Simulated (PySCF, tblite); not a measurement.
# C3H11BN2Si2: geometry, infrared bands and NMR shifts

Aim: predict the infrared bands and NMR shifts of C3H11BN2Si2 (`CB(C)[Si@H](C#N)N[SiH3]`).

Computed with tblite 0.8.0 and PySCF 2.14.0, with density-fitted response routines of our own, on a single molecule in the gas phase. Atoms count from 0, in the outputs and in this text.

### Step 1. Starting geometry

19 atoms, charge 0, multiplicity 1; geometry from: force field or distance geometry start.

Bonds of the start (Å): C0–B1 1.60, B1–C2 1.57, B1–Si3 1.95, Si3–C4 1.81, C4–N5 1.16, Si3–N6 1.79, N6–Si7 1.80, C0–H8 1.11, C0–H9 1.12, C0–H10 1.10, C2–H11 1.12, C2–H12 1.12, C2–H13 1.11, Si3–H14 1.48, N6–H15 1.04, Si7–H16 1.47, Si7–H17 1.48, Si7–H18 1.47.

### Step 2. Geometry optimisation with GFN2-xTB

The job: settings as JSON, then the geometry in Å.

```
{"job": {"kind": "relax", "xc": "GFN2-xTB", "basis": "xTB"}, "charge": 0, "multiplicity": 1}
C     -1.312800    -1.317600     1.357400
B     -1.062900    -0.290200     0.157400
C     -1.832800    -0.419000    -1.208000
Si     0.283600     1.102700     0.374800
C     -0.516500     2.712200     0.199700
N     -1.030500     3.744500     0.067400
N      1.562300     0.918300    -0.865800
Si     2.563400    -0.507100    -0.428700
H     -1.652700    -0.757900     2.256100
H     -2.105700    -2.052600     1.081000
H     -0.384000    -1.856100     1.592800
H     -2.562600    -1.264700    -1.178700
H     -2.403900     0.526400    -1.392100
H     -1.111900    -0.585500    -2.035900
H      0.869000     1.020200     1.731600
H      2.182500     1.749900    -0.765300
H      3.653700    -0.645500    -1.400600
H      1.726900    -1.731900    -0.469500
H      3.125100    -0.336900     0.918800
```

The run is started by

```bash
> OMP_NUM_THREADS=1 python probes_run.py task.json out
```

The driver reads the jobs from task.json and runs them one after another.

**Question.** This job is followed by: GFN2-xTB harmonic vibrations, gas phase; GIAO PBE0/pcSseg-1 NMR shielding, non-relativistic, gas phase. Predict these results of the whole session: strongest single infrared mode (GFN2-xTB); zero-point energy (GFN2-xTB); 13C shifts against TMS (PBE0/pcSseg-1, means over atoms taken as alike); 1H shifts against TMS (PBE0/pcSseg-1, means over atoms taken as alike); 11B shifts against BF3·OEt2 (PBE0/pcSseg-1); 29Si shifts against TMS (PBE0/pcSseg-1); 15N shifts against NH3 (PBE0/pcSseg-1).

The runs gave:

```
                                                               quantity                        value
                              strongest single infrared mode (GFN2-xTB)        2204 cm⁻¹, 449 km/mol
                                           zero-point energy (GFN2-xTB)                83.2 kcal/mol
13C shifts against TMS (PBE0/pcSseg-1, means over atoms taken as alike)              127.7, 25.9 ppm
 1H shifts against TMS (PBE0/pcSseg-1, means over atoms taken as alike)  5.22, 4.52, 1.80, -0.28 ppm
                            11B shifts against BF3·OEt2 (PBE0/pcSseg-1)                    106.3 ppm
                                29Si shifts against TMS (PBE0/pcSseg-1)             -54.5, -60.8 ppm
                                 15N shifts against NH3 (PBE0/pcSseg-1)               357.8, 1.2 ppm
```

In words: Relaxing lowered the energy by 0.627 eV in 117 steps; the close pair that moved most is Si3–C4, from 1.806 to 1.882 Å. The lowest mode is imaginary (51i cm⁻¹), so the xTB geometry is not a minimum. The strongest single mode, at 2204 cm⁻¹, moves mainly H18. Unscaled tight-binding wavenumbers are off by several per cent, some by more. Its intensities can rank the bands wrongly. At PBE0/pcSseg-1: Shielding is most anisotropic at N5 (span 583 ppm, paramagnetic term -429 ppm).
